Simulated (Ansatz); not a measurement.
A run of Ansatz 0.2.0:

input.yaml

```yaml
crystal:
  lattice:
    - [8.15421, 0.0, 0.0]
    - [-4.07711, 7.06176, 0.0]
    - [0.0, 0.0, 6.92128]
  atoms:
    - { symbol: Ba, position: [0.0, 0.0, 0.23552] }
    - { symbol: Ba, position: [0.0, 0.0, 0.76448] }
    - { symbol: V, position: [0.5, 0.0, 0.0], spin: 2.0 }
    - { symbol: V, position: [0.0, 0.5, 0.0], spin: 2.0 }
    - { symbol: V, position: [0.5, 0.5, 0.0], spin: 2.0 }
    - { symbol: Tl, position: [0.5, 0.0, 0.5] }
    - { symbol: Tl, position: [0.0, 0.5, 0.5] }
    - { symbol: Tl, position: [0.5, 0.5, 0.5] }
    - { symbol: Tl, position: [0.33333, 0.66667, 0.22489] }
    - { symbol: Tl, position: [0.66667, 0.33333, 0.77511] }
    - { symbol: O, position: [0.3389, 0.34334, 0.81444] }
    - { symbol: O, position: [0.65666, 0.99556, 0.81444] }
    - { symbol: O, position: [0.00444, 0.6611, 0.81444] }
    - { symbol: O, position: [0.34334, 0.3389, 0.18556] }
    - { symbol: O, position: [0.99556, 0.65666, 0.18556] }
    - { symbol: O, position: [0.6611, 0.00444, 0.18556] }
    - { symbol: O, position: [0.6611, 0.65666, 0.18556] }
    - { symbol: O, position: [0.34334, 0.00444, 0.18556] }
    - { symbol: O, position: [0.99556, 0.3389, 0.18556] }
    - { symbol: O, position: [0.65666, 0.6611, 0.81444] }
    - { symbol: O, position: [0.00444, 0.34334, 0.81444] }
    - { symbol: O, position: [0.3389, 0.99556, 0.81444] }
hamiltonian:
  xc: pbe
  pseudopotentials: { kind: paw }
magnetization:
  spin_polarized: true
kpoints:
  mp_grid: { grid: [4, 4, 4] }
scf:
  occupations: { method: fermi_dirac, width: 0.05 }
  n_extra_bands: 55
output:
  forces: true
  stress: true
  eigenvalues: true
  dos: { projected: true, de: 0.05, nscf_kmesh: { grid: [6, 6, 6] } }
```

Potentials or basis: Ansatz PAW.

Command:

```sh
$ ansatz run input.yaml --threads 8 --pin off --max-ram 20480MiB --backend cpu --events-out ev --progress --plain --runs-dir out
```

Hardware: 8 threads of AMD EPYC 7R43 64-Core Processor (Zen 3) (shared host).

Q: How long does it take, and how much memory?

A: Run time: 60 s on 8 threads of AMD EPYC 7R43 64-Core Processor (Zen 3), with other jobs on the host, peak memory 3.7 GiB. Counts: scf iterations 17, plane waves 7793, k points 13, bands 153.
